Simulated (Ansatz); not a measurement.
## C2H4B2, SMILES BC1=CB1: harmonic frequencies at the relaxed geometry, step by step

Program: Ansatz 0.2.0, Python API.

Run as a notebook:

```python
from dataclasses import dataclass
import itertools

import ansatz as az
from ase import Atoms
from ase.data import atomic_numbers, covalent_radii
from ase.thermochemistry import IdealGasThermo
import numpy as np
```

```python
@dataclass
class Settings:
    basis: str = "def2-SVP"
    functional: str = "pbe0"
```

```python
opts = Settings()
```

```python
c2h4b2 = (
    az.Crystal.molecule()
    .atom("B", (-0.5278, 1.4286, -0.111))
    .atom("C", (-0.0075, 0.0259, 0.0041))
    .atom("C", (0.9541, -0.8401, 0.4888))
    .atom("B", (-0.0428, -1.414, -0.3189))
    .atom("H", (-0.0163, 2.3698, 0.3763))
    .atom("H", (-1.5676, 1.6794, -0.7376))
    .atom("H", (1.925, -0.9855, 1.0755))
    .atom("H", (-0.6249, -2.3212, -0.833))
)
```

```python
job = c2h4b2.calculation().basis(gaussian=opts.basis).functional(opts.functional)
symbols = [site.symbol for site in c2h4b2.cartesian_sites]
start = np.array([site.position_ang for site in c2h4b2.cartesian_sites], dtype=float)
rep = job.relax(force_tolerance=0.003).run().report
end = np.array(rep["positions_ang"])
```

    

```python
# pairs closer than 1.2 times the sum of covalent radii, before or after
radius = [covalent_radii[atomic_numbers[s]] for s in symbols]
span = lambda where, i, j: np.linalg.norm(where[i] - where[j])
bonded = [(i, j) for i, j in itertools.combinations(range(len(symbols)), 2) if min(span(start, i, j), span(end, i, j)) < 1.2 * (radius[i] + radius[j])]
print("pair        before    after (A)")
for i, j in bonded:
    print(f"{symbols[i]}{i}-{symbols[j]}{j}".ljust(10), f"{span(start, i, j):8.4f} {span(end, i, j):8.4f}")
```

    pair        before    after (A)
    B0-C1        1.5005   1.4818
    B0-H4        1.1768   1.2080
    B0-H5        1.2396   1.2080
    C1-C2        1.3819   1.3577
    C1-B3        1.4761   1.5306
    C2-B3        1.4055   1.4428
    C2-H6        1.1437   1.0912
    B3-H7        1.1942   1.1920

```python
# same settings at the minimum
minimum = az.Crystal.molecule()
for symbol, place in zip(symbols, end):
    minimum = minimum.atom(symbol, place.tolist())
vibrating = (
    minimum.calculation()
    .basis(gaussian=opts.basis)  # atom-centred Gaussian functions
    .functional(opts.functional)
    .phonons(temperatures=(100, 500, 100))
)
vib = vibrating.run().report["vibrations"]
sums = vib["harmonic_sums"]
modes = [m["omega_inv_cm"] for m in sums["modes_at_gamma"] if m["rigid_motion"] == "no"]
for number, w in enumerate(modes, start=1):
    print(f"mode {number:2d} {w:9.1f} 1/cm {w / 8065.544 * 1000:8.2f} meV")
print("imaginary modes:", sum(w < 0 for w in modes), " zero-point energy:", round(sums["zero_point_energy_ev"], 4), "eV")
# rigid rotor and ideal gas, symmetry number taken as one
gas = IdealGasThermo(vib_energies=[w / 8065.544 for w in modes if w > 0], geometry="linear" if len(modes) == 3 * len(symbols) - 5 else "nonlinear",
                     atoms=Atoms(symbols, positions=end), symmetrynumber=1, spin=0.0)
print(f"H(298 K) - E = {gas.get_enthalpy(298.15, verbose=False):.4f} eV")
print(f"S(298 K, 1 bar) = {96485.33 * gas.get_entropy(298.15, 1e5, verbose=False):.1f} J/(mol K) with symmetry number 1")
```

    mode  1      85.0 1/cm    10.54 meV
    mode  2     319.5 1/cm    39.61 meV
    mode  3     423.6 1/cm    52.52 meV
    mode  4     725.5 1/cm    89.95 meV
    mode  5     752.7 1/cm    93.32 meV
    mode  6     827.9 1/cm   102.65 meV
    mode  7     842.9 1/cm   104.50 meV
    mode  8     909.0 1/cm   112.70 meV
    mode  9     953.2 1/cm   118.19 meV
    mode 10     975.7 1/cm   120.98 meV
    mode 11    1031.7 1/cm   127.91 meV
    mode 12    1170.7 1/cm   145.14 meV
    mode 13    1288.7 1/cm   159.78 meV
    mode 14    1719.6 1/cm   213.21 meV
    mode 15    2586.5 1/cm   320.69 meV
    mode 16    2679.5 1/cm   332.22 meV
    mode 17    2767.9 1/cm   343.17 meV
    mode 18    3250.0 1/cm   402.95 meV
    imaginary modes: 0  zero-point energy: 1.445 eV
    H(298 K) - E = 1.6017 eV
    S(298 K, 1 bar) = 285.9 J/(mol K) with symmetry number 1

What to keep in mind:
- The frequencies are harmonic and unscaled, in a modest basis. The result belongs to the one conformer reached from this start, and soft torsions count as harmonic oscillators.
- The entropy takes a symmetry number of 1; a symmetric molecule's is lower by R ln(sigma).
- Run time: 110 s on 1 thread of Intel(R) Xeon(R) Platinum 8375C CPU @ 2.90GHz (Ice Lake), with other jobs on the host, peak memory 0.27 GiB.

(Lines on the test bed's own set-up are left out of the output.)
